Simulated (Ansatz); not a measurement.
**SnH₂Cl+ (SMILES [Cl][SnH2+]): single points off equilibrium**

An exercise on one series of results from a longer session: the logs are not shown, and one member is left open.

Method: single points in def2-TZVPP; program: Ansatz 0.2.0, Gaussian basis.

Cores are frozen in the correlated methods. Filled d shells of the heavier atoms are correlated. Core potentials replace the inner electrons past krypton, and spin-orbit coupling is left out.

2 further runs of the same task are left out: 2 that didn't finish.

### Starting geometry

SMILES `[Cl][SnH2+]`, 4 atoms, charge 1, spin multiplicity 1.

Atoms are counted from 1 here; the program's logs count them from 0.

Bond lengths: Cl1–Sn2 2.201 Å, Sn2–H3 1.648 Å, Sn2–H4 1.646 Å. Angles: Cl1–Sn2–H3 119.7°, Cl1–Sn2–H4 113.2°, H3–Sn2–H4 127.0°.

As a file:

```tsv
atom	x (Å)	y (Å)	z (Å)
Cl1	-2.0132	0.1644	-0.7118
Sn2	0.0551	-0.0068	0.0206
H3	0.5752	-1.4274	0.6749
H4	0.9256	1.3787	-0.1613
```

Set-up of the first run:

File run/in.yaml:

```yaml
crystal:
  periodic: [false, false, false]
  atoms:
    - {symbol: Cl, position_ang: [-2.013216, 0.164366, -0.711816]}
    - {symbol: Sn, position_ang: [0.055113, -0.006836, 0.020625]}
    - {symbol: H, position_ang: [0.575239, -1.427383, 0.674851]}
    - {symbol: H, position_ang: [0.925563, 1.378704, -0.161317]}
basis:
  gaussian: {orbitals: def2-TZVPP}
total_charge: 1
hamiltonian: {xc: pbe, dispersion: d4}
output: {forces: true}
```

Command:

```bash
$ ansatz run in.yaml --threads 2 --pin off --events-out ev --progress --plain --max-ram 3481MiB
```

Steps of the session up to this table: PBE-D4/def2-TZVPP; r2SCAN-D4/def2-TZVPP; PBE0-D4/def2-TZVPP; wB97M-V/def2-TZVPP; CCSD(T)/def2-TZVPP.

One of the session's tables, all rows but one given; the rest of the session is left out.

| method | RMS force component (eV/Å) | angle to CCSD(T) forces (°) |
| --- | --- | --- |
| PBE-D4 | 0.489 | 8.7 |
| r2SCAN-D4 | 0.357 | 7.8 |
| PBE0-D4 | ? | ? |
| wB97M-V | 0.290 | 4.1 |
| CCSD(T) | 0.317 | reference |

**Question.** Estimate the row for PBE0-D4.

As computed: RMS force component (eV/Å): 0.333; angle to CCSD(T) forces (°): 13.7. In the column «RMS force component (eV/Å)» it lies between CCSD(T) (0.317) and r2SCAN-D4 (0.357).

Limits of these values: The reference is not at the basis limit: in triple zeta CCSD(T) underbinds, which counts against methods that bind more; the gaps are no ranking.
